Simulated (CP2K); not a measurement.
Runs of CP2K 2026.2 on NbTe. It takes space group P-6m2 (No. 187, hexagonal). Conventional cell: a = 3.703 Å, b = 3.703 Å, c = 3.694 Å, α = 90.00°, β = 90.00°, γ = 120.00°. Around Te (site symmetry -6m2) lie 6 Nb at 2.83 Å. Nb (site symmetry -6m2) is surrounded by 6 Te at 2.83 Å. The cell comes from a database or a generator and needn't be the stable form of this composition.

```csv
level,potentials or basis,smearing,NGRIDS,points a segment of the path (NPOINTS),bands added on the path,CUTOFF of the grids,gap on the mesh (eV),pressure (GPa)
PBEsol,"POTENTIAL_UZH Te GTH-PBE-q6, Nb GTH-PBE-q13; TZVP-MOLOPT-PBE-GTH basis",fermi-dirac 0.0259 eV,5,8,2,450 Ry,none,-1.7
r2SCAN,"POTENTIAL_UZH Te GTH-SCAN-q6, Nb GTH-SCAN-q13; TZVP-MOLOPT-SCAN-GTH basis",fermi-dirac 0.1 eV,5,10,2,675 Ry,none,-0.2
LDA,"GTH_POTENTIALS Te GTH-PADE-q6, Nb GTH-PADE-q13; TZVP-MOLOPT-PBE-GTH basis",fermi-dirac 0.1 eV,4,8,2,450 Ry,none,(a)
PBE,"POTENTIAL_UZH Te GTH-PBE-q6, Nb GTH-PBE-q13; TZVP-MOLOPT-PBE-GTH basis",fermi-dirac 0.05 eV,4,8,4,450 Ry,none,1.7
```

Alike in all rows: task band structure; no spin polarisation; cell as given; k mesh 8 × 8 × 7.

Question: Estimate the missing entries.

Answer: (a) -6.2.

Caveats: spin-orbit coupling is left out, which moves the levels of the heavy elements; the basis of atomic orbitals isn't converged, which shifts pressures, moduli and gaps; the potentials were made for another functional, which shifts forces and pressure (some runs).

A k mesh can miss the band edges, and the runs leave out spin-orbit coupling on Nb, Te.

A gap of «none» marks a metal or a gap under the smearing width.
